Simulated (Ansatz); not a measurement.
# CH4ClFMoO2S: how energies converge with the basis set

The task here is to estimate one member of a computed series from the others.

Method: one geometry, several basis sets; program: Ansatz 0.2.0, Gaussian basis.

Plan: PBE0-D4/def2-SVP; ωB97M-V/def2-SVP; PBE0-D4/def2-QZVPP; ωB97M-V/def2-QZVPP; the functionals' def2-TZVPP values are taken from earlier runs.

### Structure used throughout

All runs share one geometry, relaxed beforehand with PBE0-D4 in a triple-zeta def2 set. Mo takes the def2 core potential; no spin-orbit term is included.

SMILES `C[O][Mo]([OH])([F])(=[S])[Cl]`, 11 atoms, charge 0, spin multiplicity 1.

Atoms are counted from 1 here; the program's logs count them from 0.

Bond lengths: C1–O2 1.398 Å, C1–H8 1.095 Å, C1–H9 1.095 Å, C1–H10 1.091 Å, O2–Mo3 1.825 Å, Mo3–O4 1.897 Å, Mo3–F5 1.873 Å, Mo3–S6 2.082 Å, Mo3–Cl7 2.286 Å, O4–H11 0.964 Å. Angles: O2–C1–H8 109.2°, O2–C1–H9 109.5°, O2–C1–H10 108.8°, H8–C1–H9 109.6°, H8–C1–H10 110.1°, H9–C1–H10 109.7°, C1–O2–Mo3 134.5°, O2–Mo3–O4 84.1°, O2–Mo3–F5 154.5°, O2–Mo3–S6 103.0°, O2–Mo3–Cl7 90.9°, O4–Mo3–F5 81.4°, O4–Mo3–S6 112.5°, O4–Mo3–Cl7 137.3°, F5–Mo3–S6 101.9°, F5–Mo3–Cl7 85.7°, S6–Mo3–Cl7 110.0°, Mo3–O4–H11 113.2°.

Set-up of the first run:

Input file in.yaml:

```yaml
crystal:
  periodic: [false, false, false]
  atoms:
    - {symbol: C, position_ang: [1.049308, -1.520204, 0.108665]}
    - {symbol: O, position_ang: [0.601237, -0.354866, 0.738350]}
    - {symbol: Mo, position_ang: [-0.368501, 1.096184, 0.203852]}
    - {symbol: O, position_ang: [-1.666545, -0.196474, -0.287848]}
    - {symbol: F, position_ang: [-1.332615, 2.123941, -1.029290]}
    - {symbol: S, position_ang: [-0.828293, 2.041480, 2.000632]}
    - {symbol: Cl, position_ang: [1.493739, 2.044410, -0.723942]}
    - {symbol: H, position_ang: [0.212367, -1.988250, -0.419818]}
    - {symbol: H, position_ang: [1.839647, -1.267784, -0.606303]}
    - {symbol: H, position_ang: [1.441454, -2.200575, 0.866249]}
    - {symbol: H, position_ang: [-2.376399, 0.165339, -0.829948]}
basis:
  gaussian: {orbitals: def2-SVP}
hamiltonian: {xc: pbe0, dispersion: d4}
output: {orbitals: {seedname: orbitals}}
```

Launch:

```
> ansatz run in.yaml --threads 2 --pin off --events-out ev --progress --plain --max-ram 20480MiB --backend cpu
```

Among the steps run: PBE0-D4 in def2-SVP; ωB97M-V in def2-SVP; PBE0-D4 in def2-QZVPP; ωB97M-V in def2-QZVPP.

One of the session's tables, all rows but one given; the rest of the session is left out.

It belongs to the step «Functionals by basis». 

| functional | basis | HOMO (eV) | LUMO (eV) |
| --- | --- | --- | --- |
| PBE0-D4 | def2-SVP | -8.28 | -3.68 |
| PBE0-D4 | def2-TZVPP | -8.29 | -3.67 |
| PBE0-D4 | def2-QZVPP | -8.30 | -3.66 |
| ωB97M-V | def2-SVP | -10.36 | -1.54 |
| ωB97M-V | def2-TZVPP | -10.42 | -1.55 |
| ωB97M-V | def2-QZVPP | ? | ? |

**Question.** Estimate the row for ωB97M-V, def2-QZVPP.

The run gave: HOMO (eV): -10.44; LUMO (eV): -1.56. In the column «HOMO (eV)» it is the lowest.
